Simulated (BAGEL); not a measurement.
# Si2H5SO (SMILES O[SiH2]S[SiH2]): ROHF/6-31G(d) (density fitting with qzvpp-jkfit, spherical functions)

Aim: the energy change on altering one bond length of Si2H5SO at ROHF/6-31G* (density fitting with qzvpp-jkfit, spherical functions), from 2 runs. 

The calculation is run with BAGEL 1.2.2.

1 further run of the same task is left out (set aside as unsound or not needed). Runs told in other sessions of the task aren't counted.

**1. The system as given**

The species is Si2H5SO (9 atoms), meant as a doublet with charge 0. As SMILES, `O[SiH2]S[SiH2]`. Geometry: relaxed at PBE0-D4/def2-TZVP. This is one conformer, not always the lowest.

Bond lengths: O1–Si2 1.638 Å, Si2–S3 2.143 Å, S3–Si4 2.129 Å, O1–H5 0.959 Å, Si2–H6 1.486 Å, Si2–H7 1.476 Å, Si4–H8 1.495 Å, Si4–H9 1.489 Å. Some angles: O1–Si2–S3 112.9°, Si2–S3–Si4 97.0°, O1–Si2–H6 111.4°, O1–Si2–H7 105.8°, S3–Si2–H6 107.3°, S3–Si2–H7 107.2°, Si2–O1–H5 118.0°, S3–Si4–H8 110.2°, S3–Si4–H9 107.5°, H6–Si2–H7 112.2°.

**2. A single-point energy at ROHF/6-31G(d) (density fitting with qzvpp-jkfit, spherical functions)**

File hf.json:

```json
{ "bagel": [

{
  "title": "molecule",
  "basis": "6-31gs.json",
  "df_basis": "qzvpp-jkfit",
  "angstrom": "true",
  "geometry": [
    { "atom": "O", "xyz": [      -0.385500,       1.720800,      -1.014500 ] },
    { "atom": "Si", "xyz": [      -1.120700,       0.633400,      -0.034100 ] },
    { "atom": "S", "xyz": [      -0.625100,      -1.394800,      -0.517500 ] },
    { "atom": "Si", "xyz": [       1.124200,      -1.529200,       0.689200 ] },
    { "atom": "H", "xyz": [       0.572500,       1.717100,      -1.051200 ] },
    { "atom": "H", "xyz": [      -0.753500,       0.852100,       1.388900 ] },
    { "atom": "H", "xyz": [      -2.569300,       0.796000,      -0.266700 ] },
    { "atom": "H", "xyz": [       1.867700,      -0.232000,       0.666700 ] },
    { "atom": "H", "xyz": [       1.978000,      -2.609700,       0.122200 ] }
  ]
},

{ "title": "rohf", "nopen": 1 },

{ "title": "print", "file": "orbitals.molden", "orbitals": "true" }

]}
```

The basis set 6-31G* is read from a file made from the Basis Set Exchange's data (not shown).

Command:

```sh
$ BAGEL_NUM_THREADS=1 BAGEL hf.json > hf.out
```

What it wrote:

```text
* using 1 threads per process

  ===============================================================
  ===============================================================

  *** Geometry ***

  { "atom" : "O", "xyz" : [     -0.728489,      3.251841,     -1.917127 ] },
  { "atom" : "Si", "xyz" : [     -2.117816,      1.196953,     -0.064440 ] },
  { "atom" : "S", "xyz" : [     -1.181268,     -2.635790,     -0.977933 ] },
  { "atom" : "Si", "xyz" : [      2.124430,     -2.889769,      1.302399 ] },
  { "atom" : "H", "xyz" : [      1.081868,      3.244849,     -1.986480 ] },
  { "atom" : "H", "xyz" : [     -1.423909,      1.610236,      2.624641 ] },
  { "atom" : "H", "xyz" : [     -4.855273,      1.504222,     -0.503990 ] },
  { "atom" : "H", "xyz" : [      3.529441,     -0.438416,      1.259880 ] },
  { "atom" : "H", "xyz" : [      3.737878,     -4.931618,      0.230925 ] },

  Number of auxiliary basis functions:      551

  Since a DF basis is specified, we compute 2- and 3-index integrals:
    o Being stored without compression. Storage requirement is 0.027 GB

  Number of basis functions:       78
  Number of electrons      :       57

    * METHOD: MOLECULE                             0.33

  *** Open-shell HF ***

  === Nuclear Repulsion ===
   274.4954556963

      * DIIS with orbital gradients will be used.

  === ROHF iteration (6-31gs.json) ===
      0      -1052.97044354          0.03707755           0.23
      1      -1053.09242117          0.02356667           0.22
      2      -1053.13202482          0.01537714           0.22
      3      -1053.15851561          0.00107101           0.22
      4      -1053.15910504          0.00037149           0.22
      5      -1053.15926390          0.00014924           0.22
      6      -1053.15930066          0.00003231           0.22
      7      -1053.15932599          0.00000905           0.22
      8      -1053.15933075          0.00000340           0.22
      9      -1053.15933121          0.00000092           0.22
     10      -1053.15933144          0.00000034           0.22
     11      -1053.15933150          0.00000015           0.22
     12      -1053.15933151          0.00000007           0.22
     13      -1053.15933152          0.00000003           0.22
     14      -1053.15933152          0.00000001           0.22
     15      -1053.15933152          0.00000000           0.22
    * SCF iteration converged.

    * S^2 (ROHF) is 0.7500

    * Permanent dipole moment:
           (   -0.735458,    -0.187116,    -0.594844) a.u.

    * METHOD: ROHF                                 3.78

    * METHOD: PRINT                                0.01

  ===============================================================
```

It took 4.5 s on 1 thread of Arm Neoverse V2, shared host; peak memory 0.13 GiB.

**3. The distorted shape at the same level**

File input.json:

```json
{ "bagel": [

{
  "title": "molecule",
  "basis": "6-31gs.json",
  "df_basis": "qzvpp-jkfit",
  "angstrom": true,
  "geometry": [
    { "atom": "O", "xyz": [   -0.164956,    2.046996,   -1.308599 ] },
    { "atom": "Si", "xyz": [   -1.120700,    0.633400,   -0.034100 ] },
    { "atom": "S", "xyz": [   -0.625100,   -1.394800,   -0.517500 ] },
    { "atom": "Si", "xyz": [    1.124200,   -1.529200,    0.689200 ] },
    { "atom": "H", "xyz": [    0.793044,    2.043296,   -1.345299 ] },
    { "atom": "H", "xyz": [   -0.753500,    0.852100,    1.388900 ] },
    { "atom": "H", "xyz": [   -2.569300,    0.796000,   -0.266700 ] },
    { "atom": "H", "xyz": [    1.867700,   -0.232000,    0.666700 ] },
    { "atom": "H", "xyz": [    1.978000,   -2.609700,    0.122200 ] }
  ]
},
{
  "title": "rohf",
  "nopen": 1
},
{
  "title": "print",
  "file": "orbitals.molden",
  "orbitals": true
}

]}
```

The basis set 6-31G* is read from a file made from the Basis Set Exchange's data (not shown).

Command:

```sh
$ BAGEL_NUM_THREADS=1 BAGEL input.json > input.out
```

What it wrote:

```text
* using 1 threads per process

  ===============================================================
  ===============================================================

  *** Geometry ***

  { "atom" : "O", "xyz" : [     -0.311722,      3.868262,     -2.472894 ] },
  { "atom" : "Si", "xyz" : [     -2.117816,      1.196953,     -0.064440 ] },
  { "atom" : "S", "xyz" : [     -1.181268,     -2.635790,     -0.977933 ] },
  { "atom" : "Si", "xyz" : [      2.124430,     -2.889769,      1.302399 ] },
  { "atom" : "H", "xyz" : [      1.498636,      3.861270,     -2.542247 ] },
  { "atom" : "H", "xyz" : [     -1.423909,      1.610236,      2.624641 ] },
  { "atom" : "H", "xyz" : [     -4.855273,      1.504222,     -0.503990 ] },
  { "atom" : "H", "xyz" : [      3.529441,     -0.438416,      1.259880 ] },
  { "atom" : "H", "xyz" : [      3.737878,     -4.931618,      0.230925 ] },

  Number of auxiliary basis functions:      551

  Since a DF basis is specified, we compute 2- and 3-index integrals:
    o Being stored without compression. Storage requirement is 0.027 GB

  Number of basis functions:       78
  Number of electrons      :       57

    * METHOD: MOLECULE                             0.33

  *** Open-shell HF ***

  === Nuclear Repulsion ===
   260.9303200913

      * DIIS with orbital gradients will be used.

  === ROHF iteration (6-31gs.json) ===
      0      -1052.82372971          0.04219926           0.22
      1      -1052.93169767          0.03465763           0.22
      2      -1052.99671005          0.02711526           0.21
      3      -1053.08461280          0.00154411           0.22
      4      -1053.08551965          0.00050711           0.21
      5      -1053.08571970          0.00019137           0.22
      6      -1053.08577187          0.00005769           0.21
      7      -1053.08579104          0.00001464           0.22
      8      -1053.08579835          0.00000569           0.22
      9      -1053.08579915          0.00000240           0.22
     10      -1053.08579953          0.00000132           0.22
     11      -1053.08579956          0.00000034           0.22
     12      -1053.08579963          0.00000014           0.22
     13      -1053.08579963          0.00000006           0.21
     14      -1053.08579964          0.00000002           0.21
     15      -1053.08579964          0.00000001           0.21
    * SCF iteration converged.

    * S^2 (ROHF) is 0.7500

    * Permanent dipole moment:
           (   -0.424153,     0.472652,    -1.087041) a.u.

    * METHOD: ROHF                                 3.67

    * METHOD: PRINT                                0.01

  ===============================================================
```

Run time: 4.2 s. Hardware: 1 thread of Arm Neoverse V2, shared host; peak memory 0.13 GiB.

**4. Results**

Level: ROHF/6-31G* (density fitting with qzvpp-jkfit, spherical functions).

```
                                                          quantity           value
                                         first shape: total energy  -1053.15933 Eh
                                        first shape: dipole moment          2.45 D
                                                 first shape: ⟨S²⟩           0.750
                                     distorted shape: total energy  -1053.08580 Eh
                                    distorted shape: dipole moment          3.20 D
                                             distorted shape: ⟨S²⟩           0.750
energy change with the O1–Si2 bond stretched from 1.638 to 2.130 Å        2.001 eV
```

**Reading.** With the O1–Si2 bond stretched from 1.638 to 2.130 Å the energy rises by 2.00 eV (46 kcal/mol). The first shape isn't relaxed at this level, so the change isn't measured from a minimum.
